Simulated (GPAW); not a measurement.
Na6Cl in GPAW: the effect of molecule lifted by (A)

Slab: Na6Cl, a slab with vacuum.

```
Na Cl
1.0
     7.33524    0.00000    0.00000
    -2.44508    6.91573    0.00000
     0.00000    0.00000   24.38389
Na Cl
12 2
Direct
  0.25000 0.25000 0.31660
  0.25000 0.75000 0.31660
  0.75000 0.25000 0.31660
  0.75000 0.75000 0.31660
  0.50000 0.50000 0.43941
  0.50000 0.00000 0.43941
  0.00000 0.50000 0.43941
  0.00000 0.00000 0.43941
  0.75000 0.75000 0.56222
  0.75000 0.25000 0.56222
  0.25000 0.75000 0.56222
  0.25000 0.25000 0.56222
  0.00000 0.50000 0.66721
  0.90118 0.21681 0.68340
```

The cell isn't the ideal one: Cl2 (tilted) over a bridge site of the (1 1 0) slab of Na, cut from the database cell, not relaxed.

Alike in all runs:

```yaml
Program: GPAW 26.7.0
Task: single point
Functional: RPBE
Potentials_or_basis: the program's PAW data sets (release 1.2.1) made for this functional
Cutoff: 600 eV
Basis: pw
k_mesh: 4 × 4 × 1
Occupations: fermi-dirac, width 0.05 eV
Spin: no spin polarisation
```

```csv
molecule lifted by (A),largest force (eV/Å),work function (eV)
0,4.80,4.15
0.5,?,?
-0.4,6.13,4.05
1,2.69,4.27
```

Task: What does the run with molecule lifted by (A) 0.5 give?

Result: Largest force 3.53 eV/Å; work function 4.23 eV.

Worked out: A straight line through the other rows of the largest force, of slope -2.39 eV/Å per unit of molecule lifted by (A), gives 3.82 eV/Å, against the run's 3.53. A straight line through the other rows of the work function, of slope 0.15 eV per unit of molecule lifted by (A), gives 4.20 eV, against the run's 4.23.
